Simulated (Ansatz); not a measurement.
**BClH₃Sb: a ladder of functionals and wavefunction methods**

How much do the methods differ for BClH₃Sb? The plan is to run it at one geometry with functionals of several rungs and with coupled cluster. The yardstick is the atomisation energy at the CCSD(T) limit.

Program: Ansatz 0.2.0, Gaussian basis. Level of theory: functionals in def2-TZVPP, the program's frozen cores in correlated methods. These are calculated values, not measurements.

Plan: LDA (SPW92), PBE-D4, revPBE-D4, BLYP-D4, r2SCAN-D4, B97M-V, PBE0-D4, B3LYP-D4, r2SCANh-D4, r2SCAN0-D4, HSE06-D4, BHLYP-D4, CAM-B3LYP-D4, LC-ωPBE, ωB97X-V, ωB97M-V, B2PLYP, PBE-QIDH; CCSD(T)/def2-SVP; CCSD(T)/def2-TZVPP; MP2/def2-QZVPP; extrapolation to the limit; RPA on PBE.

## Step 1: The geometry

An earlier PBE0-D4 in a triple-zeta def2 set relaxation fixed the geometry. Sb takes the def2 core potential; no spin-orbit term is included.

SMILES `Cl[BH][SbH2]`, 6 atoms, charge 0, spin multiplicity 1.

Atoms are counted from 1 here; the program's logs count them from 0.

Bond lengths: Cl1–B2 1.738 Å, B2–Sb3 2.230 Å, B2–H4 1.193 Å, Sb3–H5 1.704 Å, Sb3–H6 1.702 Å. Angles: Cl1–B2–Sb3 121.5°, Cl1–B2–H4 116.8°, Sb3–B2–H4 121.4°, B2–Sb3–H5 92.9°, B2–Sb3–H6 94.2°, H5–Sb3–H6 93.7°.

## Step 2: LDA

This LDA is Slater exchange with PW92 correlation.

The input, in.yaml:

```yaml
crystal:
  periodic: [false, false, false]
  atoms:
    - {symbol: Cl, position_ang: [-1.493602, -1.574878, 0.832895]}
    - {symbol: B, position_ang: [-0.104339, -0.974113, -0.020505]}
    - {symbol: Sb, position_ang: [0.827744, 0.982907, 0.502802]}
    - {symbol: H, position_ang: [0.389629, -1.702261, -0.825739]}
    - {symbol: H, position_ang: [1.081634, 1.396916, -1.130914]}
    - {symbol: H, position_ang: [-0.658866, 1.807428, 0.595361]}
basis:
  gaussian: {orbitals: def2-TZVPP}
hamiltonian: {xc: lda}
output: {orbitals: {seedname: orbitals}}
```

On the command line:

```console
$ ansatz run in.yaml --threads 2 --pin off --events-out ev --progress --plain --max-ram 4352MiB
```

The runs that follow: PBE-D4 (GGA); revPBE-D4 (GGA); BLYP-D4 (GGA); r2SCAN-D4 (meta-GGA); B97M-V (meta-GGA); PBE0-D4 (hybrid); B3LYP-D4 (hybrid); r2SCANh-D4 (hybrid); r2SCAN0-D4 (hybrid); HSE06-D4 (hybrid); BHLYP-D4 (hybrid); CAM-B3LYP-D4 (range-separated); LC-ωPBE (range-separated); ωB97X-V (range-separated); ωB97M-V (range-separated); B2PLYP (double hybrid); PBE-QIDH (double hybrid); CCSD(T) in def2-SVP; CCSD(T) in def2-TZVPP; MP2 in def2-QZVPP; RPA on PBE orbitals.

Before running them: what should the planned runs give, taken together? Wanted: atomisation energy, CCSD(T)/CBS; farthest beyond LDA; mean size of error, GGA; mean size of error, meta-GGA; mean size of error, hybrid; mean size of error, range-separated; mean size of error, double hybrid; gap, smallest and largest; T1 diagnostic.

**Answer**, as computed:

| quantity | value |
| --- | --- |
| atomisation energy, CCSD(T)/CBS | 1608.4 kJ/mol |
| functionals within 16.1 kJ/mol (1.0 %) | revPBE-D4, BLYP-D4, r2SCAN-D4, PBE0-D4, B3LYP-D4, r2SCANh-D4, r2SCAN0-D4, HSE06-D4, CAM-B3LYP-D4, ωB97M-V |
| farthest beyond LDA | B97M-V (+41.0 kJ/mol) |
| mean size of error, GGA | 16.8 kJ/mol |
| mean size of error, meta-GGA | 26.6 kJ/mol |
| mean size of error, hybrid | 10.5 kJ/mol |
| mean size of error, range-separated | 17.5 kJ/mol |
| mean size of error, double hybrid | 18.8 kJ/mol |
| gap, smallest and largest | 3.06 eV (LDA (SPW92)), 9.77 eV (LC-ωPBE) |
| T1 diagnostic | 0.0145 |
| triples share of the correlation energy | 3.5 % |

**Reading.** The LDA atomisation energy is off by 255.5 kJ/mol (16 %): it overbinds. PBE-D4 misses by +31.6 kJ/mol. Double hybrids carry the basis error of their MP2 part in triple zeta, and no dispersion term here, so their miss is partly the set-up's. By mean error the best rung here is hybrid (10.5 kJ/mol) and the worst beyond LDA is meta-GGA (26.6 kJ/mol). The gap between the best rungs is small, so their order is not settled. The reference freezes the cores and leaves out spin-orbit coupling and excitations past (T), and its outer-core shells are covered unevenly, so misses under about 16.1 kJ/mol can't be ranked. All levels share the lack of spin-orbit coupling, which lowers the free heavy atoms and so the true binding. Hartree-Fock recovers 71 % of the binding; the rest is correlation. CCSD(T) in def2-SVP is off by -124.5 kJ/mol, worse than the median functional, from the basis alone. The gap grows from 3.1 to 9.8 eV across the functionals, mostly with the share of exact exchange. Correlated methods include outer-core shells of Sb, which these sets cover unevenly.
